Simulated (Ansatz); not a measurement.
**CH6GaN: basis-set convergence**

How large a basis does CH6GaN need? Two functionals are run in growing sets.

The runs use Ansatz 0.2.0, Gaussian basis; one geometry, several basis sets.

Levels to be run: PBE0-D4/def2-SVP; ωB97M-V/def2-SVP; PBE0-D4/def2-QZVPP; ωB97M-V/def2-QZVPP; the functionals' def2-TZVPP values are taken from earlier runs.

## Step 1: Structure used throughout

All runs share one geometry, relaxed beforehand with PBE0-D4/def2-TZVP.

SMILES `[CH3][GaH][NH2]`, 9 atoms, charge 0, spin multiplicity 1.

Atoms are counted from 1 here; the program's logs count them from 0.

Bond lengths: C1–Ga2 1.962 Å, C1–H4 1.093 Å, C1–H5 1.093 Å, C1–H6 1.091 Å, Ga2–N3 1.819 Å, Ga2–H7 1.566 Å, N3–H8 1.006 Å, N3–H9 1.006 Å. Angles: Ga2–C1–H4 110.5°, Ga2–C1–H5 110.5°, Ga2–C1–H6 111.7°, H4–C1–H5 107.2°, H4–C1–H6 108.5°, H5–C1–H6 108.5°, C1–Ga2–N3 118.1°, C1–Ga2–H7 126.4°, N3–Ga2–H7 115.5°, Ga2–N3–H8 124.0°, Ga2–N3–H9 124.3°, H8–N3–H9 111.7°.

## Step 2: PBE0-D4 in def2-SVP

Contents of in.yaml:

```yaml
crystal:
  periodic: [false, false, false]
  atoms:
    - {symbol: C, position_ang: [-0.279100, 0.944668, -1.124790]}
    - {symbol: Ga, position_ang: [0.513388, -0.531858, -0.104388]}
    - {symbol: N, position_ang: [-0.068180, -0.807640, 1.596756]}
    - {symbol: H, position_ang: [-0.755984, 0.568332, -2.033077]}
    - {symbol: H, position_ang: [0.493364, 1.652233, -1.435637]}
    - {symbol: H, position_ang: [-1.026297, 1.483452, -0.540124]}
    - {symbol: H, position_ang: [1.617887, -1.521304, -0.608688]}
    - {symbol: H, position_ang: [0.276534, -1.536607, 2.197701]}
    - {symbol: H, position_ang: [-0.771612, -0.251286, 2.052236]}
basis:
  gaussian: {orbitals: def2-SVP}
hamiltonian: {xc: pbe0, dispersion: d4}
output: {orbitals: {seedname: orbitals}}
```

Command:

```sh
> ansatz run in.yaml --threads 2 --pin off --events-out ev --progress --plain --max-ram 32768MiB --backend cpu
```

After this run come: ωB97M-V in def2-SVP; PBE0-D4 in def2-QZVPP; ωB97M-V in def2-QZVPP.

**Question.** What will the summary of the whole plan be? Wanted: PBE0-D4: double and triple zeta above quadruple; ωB97M-V: double and triple zeta above quadruple.

As calculated:

| quantity | value |
| --- | --- |
| PBE0-D4: double and triple zeta above quadruple | 11.20, 1.36 eV |
| ωB97M-V: double and triple zeta above quadruple | 11.31, 1.32 eV |

In words: For PBE0-D4 the step from double to triple zeta gains 9.84 eV and the next only 1.36 eV. Total energies overstate the basis error of differences, where much of it tends to cancel. The LUMO of ωB97M-V is positive and keeps falling with the basis (1.64 to 1.06 eV): an unbound level that the basis holds in place.
